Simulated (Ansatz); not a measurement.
C₂H₅GeN, SMILES [CH]1=N[CH2][GeH2]1, a rigid scan of one bond length

With Ansatz 0.2.0 through its Python package.

Notebook, run cell by cell (the value of a cell's last expression is shown):

**Cell 1**
```python
import ansatz as az
from ase import Atoms
import numpy as np

atoms = Atoms(['C', 'N', 'C', 'Ge', 'H', 'H', 'H', 'H', 'H'], positions=[
    (-0.6122, 0.3636, -1.066),
    (0.6336, 0.6907, -1.1454),
    (0.9634, 0.1243, 0.1126),
    (-0.5329, -0.4503, 0.6653),
    (-1.4875, 0.5813, -1.7713),
    (1.7098, -0.7017, -0.0101),
    (1.4228, 0.9059, 0.8118),
    (-0.7546, -1.9795, 0.5644),
    (-1.2538, 0.4194, 1.8216),
])
mol = az.Crystal.molecule_from_ase(atoms)
```

**Cell 2**
```python
symbols = [site.symbol for site in mol.cartesian_sites]
start = np.array([site.position_ang for site in mol.cartesian_sites])
axis = (start[6] - start[2]) / np.linalg.norm(start[6] - start[2])
moving = [6]
lengths, energies = [0.97, 1.05, 1.14, 1.26, 1.43, 1.72, 2.06, 2.52], []
for length in lengths:
    xyz = start.copy()
    xyz[moving] += (length - np.linalg.norm(start[6] - start[2])) * axis
    point = az.Crystal.molecule()
    for symbol, place in zip(symbols, xyz):
        point = point.atom(symbol, place.tolist())
    setup = (
        point.calculation()
        .basis(gaussian='def2-SVP')
        .functional('hf')
    )
    rep = setup.run(threads=1, backend='cpu').report
    energies.append(rep['free_energy_ev'])
    print(f'r = {length:6.3f} A  E = {energies[-1]:.5f} eV  <S^2> = {abs(rep["mean_field"]["state"]["spin_squared"]):.3f}')
```
Output:
```text
r =  0.970 A  E = -60080.93947 eV  <S^2> = 0.000
r =  1.050 A  E = -60081.25280 eV  <S^2> = 0.000
r =  1.140 A  E = -60081.26422 eV  <S^2> = 0.000
r =  1.260 A  E = -60080.95568 eV  <S^2> = 0.000
r =  1.430 A  E = -60080.22844 eV  <S^2> = 0.000
r =  1.720 A  E = -60078.83117 eV  <S^2> = 0.000
r =  2.060 A  E = -60077.38645 eV  <S^2> = 0.000
r =  2.520 A  E = -60075.88584 eV  <S^2> = 0.000
```

**Cell 3**
```python
print('energy above the lowest point (eV):', [round(e - min(energies), 3) for e in energies])
```
Output:
```text
energy above the lowest point (eV): [0.325, 0.011, 0.0, 0.309, 1.036, 2.433, 3.878, 5.378]
```

Reading the output:
- The settings weren't tested for convergence.
- The rest of the molecule is held rigid at a force-field or estimated start geometry, and the basis set is modest; single-reference methods fail as a bond breaks.
- Hartree-Fock leaves correlation out, so bond, atomisation and ionisation energies come out well too low.
- The orbitals are restricted, so S² is zero by construction.
- Toward dissociation an unrestricted state can lie under the restricted one, by tenths of an eV for polar bonds under a functional and by 1 to 2 eV or more for others.
- Run time: 11 s on 1 thread of Arm Neoverse V2, on a shared host, peak memory 0.26 GiB.
